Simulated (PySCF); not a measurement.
# C6H10O: the cost of one run

Computed with PySCF 2.14.0, with density-fitted response routines of our own, on a single molecule, in the gas phase or a continuum. Atoms count from 0, in the outputs and in this text.

## Step 1: The molecule as given

17 atoms, charge 0, multiplicity 1; geometry from: GFN2-xTB. The atoms were then displaced at random by about 0.01 Å, so the start is not that level's minimum.

Bonds of the start (Å): C0–C1 1.53, C1–O2 1.22, C1–C3 1.44, C3–C4 1.38, C4–C5 1.48, C4–C6 1.49, C0–H7 1.11, C0–H8 1.12, C0–H9 1.05, C3–H10 1.06, C5–H11 1.09, C5–H12 1.10, C5–H13 1.08, C6–H14 1.10, C6–H15 1.10, C6–H16 1.10.

## Step 2: Optimising the geometry at PBE0-D3(BJ)/def2-TZVP

What the job is given:

```
{"job": {"xc": "PBE0", "basis": "def2-TZVP", "d3": "d3bj", "grid": 2, "shake": 0.01, "kind": "geom"}, "charge": 0, "multiplicity": 1}
C      2.839720    -0.180520     0.178860
C      1.408500    -0.686570    -0.029970
O      1.176810    -1.870500    -0.179090
C      0.426930     0.370810    -0.030340
C     -0.939910     0.189630    -0.061620
C     -1.613970    -1.127210    -0.119800
C     -1.851560     1.370430    -0.015490
H      3.086360     0.541200    -0.632580
H      2.876550     0.388610     1.137910
H      3.525680    -0.980480     0.189550
H      0.774800     1.374010     0.031850
H     -2.504170    -1.134290     0.501780
H     -1.934710    -1.321760    -1.157240
H     -0.957700    -1.925070     0.201480
H     -2.448370     1.346210     0.905490
H     -1.320210     2.327430    -0.061620
H     -2.561250     1.329920    -0.849000
```

Run with:

```
$ OMP_NUM_THREADS=2 python probes_run.py task.json out
```

One launch serves the whole session: the jobs run in the order shown.

**Question.** How long does this first job take on 2 threads of Intel Xeon at 2.50GHz, shared host, and how much memory does it need?

About 15 min, with a peak of 1.6 GiB.
